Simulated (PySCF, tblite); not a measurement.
# C2H10GeOSi: geometry, infrared bands and NMR shifts

What infrared bands and NMR shifts should C2H10GeOSi (`CCO[SiH2][GeH3]`) show?

Programs: tblite 0.8.0 and PySCF 2.14.0, with density-fitted response routines of our own. Each step states its level of theory. These are calculated values for one molecule in the gas phase, unless marked as measured. Atoms count from 0, in the outputs and in this text.

### Step 1. Starting geometry

15 atoms, charge 0, multiplicity 1; geometry from: force field or distance geometry start.

Bonds of the start (Å): C0–C1 1.50, C1–O2 1.39, O2–Si3 1.71, Si3–Ge4 2.29, C0–H5 1.09, C0–H6 1.10, C0–H7 1.11, C1–H8 1.11, C1–H9 1.13, Si3–H10 1.50, Si3–H11 1.48, Ge4–H12 1.56, Ge4–H13 1.56, Ge4–H14 1.56.

### Step 2. Optimising the geometry with GFN2-xTB

Job settings and geometry (Å):

```
{"job": {"kind": "relax", "xc": "GFN2-xTB", "basis": "xTB"}, "charge": 0, "multiplicity": 1}
C     -2.609700     0.228100    -0.306700
C     -1.280900    -0.125400     0.285200
O     -0.341600    -0.563700    -0.647000
Si     1.083700    -0.904900     0.237800
Ge     2.707600     0.698700     0.046200
H     -2.470100     0.622700    -1.315700
H     -3.122500     0.929000     0.374900
H     -3.235300    -0.692100    -0.335900
H     -0.817000     0.751000     0.788300
H     -1.484500    -0.949100     1.035500
H      0.719900    -0.976000     1.687200
H      1.524200    -2.237200    -0.232300
H      3.248000     1.129700     1.449100
H      2.217400     1.966300    -0.713400
H      3.856500     0.131000    -0.839200
```

Started as:

```
> OMP_NUM_THREADS=1 python probes_run.py task.json out
```

One launch serves the whole session: the jobs run in the order shown.

**Question.** This job is followed by: GFN2-xTB harmonic vibrations, gas phase; GIAO PBE0/pcSseg-1 NMR shielding, non-relativistic, gas phase. What will the session give for the following? strongest single infrared mode (GFN2-xTB); zero-point energy (GFN2-xTB); ¹³C shifts against TMS (PBE0/pcSseg-1); ¹H shifts against TMS (PBE0/pcSseg-1, means over atoms taken as alike); ¹⁷O shifts against H2O (PBE0/pcSseg-1); ²⁹Si shifts against TMS (PBE0/pcSseg-1); ⁷³Ge shifts against GeMe4 (PBE0/pcSseg-1); surface potential, 1st and 99th percentile.

As calculated:

| quantity | value |
| --- | --- |
| strongest single infrared mode (GFN2-xTB) | 1994 cm⁻¹, 531 km/mol |
| zero-point energy (GFN2-xTB) | 67.5 kcal/mol |
| ¹³C shifts against TMS (PBE0/pcSseg-1) | 64.4, 20.8 ppm |
| ¹H shifts against TMS (PBE0/pcSseg-1, means over atoms taken as alike) | 5.53, 3.76, 3.06, 1.30 ppm |
| ¹⁷O shifts against H2O (PBE0/pcSseg-1) | 18.7 ppm |
| ²⁹Si shifts against TMS (PBE0/pcSseg-1) | -23.9 ppm |
| ⁷³Ge shifts against GeMe4 (PBE0/pcSseg-1) | -414 ppm |
| surface potential, 1st and 99th percentile | -1.13 V and 1.27 V |

Over 107 steps the energy fell by 0.794 eV; of the close pairs, O2–Si3 changed most, 1.712 to 1.615 Å. No mode is imaginary among the 39: a minimum at this level. The strongest single mode, at 1994 cm⁻¹, moves mainly H12 and H13. GFN2-xTB is a fitted tight-binding method: band positions and strengths are rough. Its intensities can rank the bands wrongly. The most deshielded carbon is C1 (sp3 CH2 bonded to O), at 64.4 ppm: deshielded by the electronegative neighbour. At PBE0/pcSseg-1: Shielding is most anisotropic at Si3 (span 179 ppm, paramagnetic term -507 ppm). By nearest atom (PBE0/pcSseg-1), the HOMO sits on O2 37 %; Ge4 15 % and the LUMO on Si3 23 %; H10, H11 about 13 % each. Spin-orbit coupling is left out, which matters for shieldings and couplings at and beside the heavy atoms.
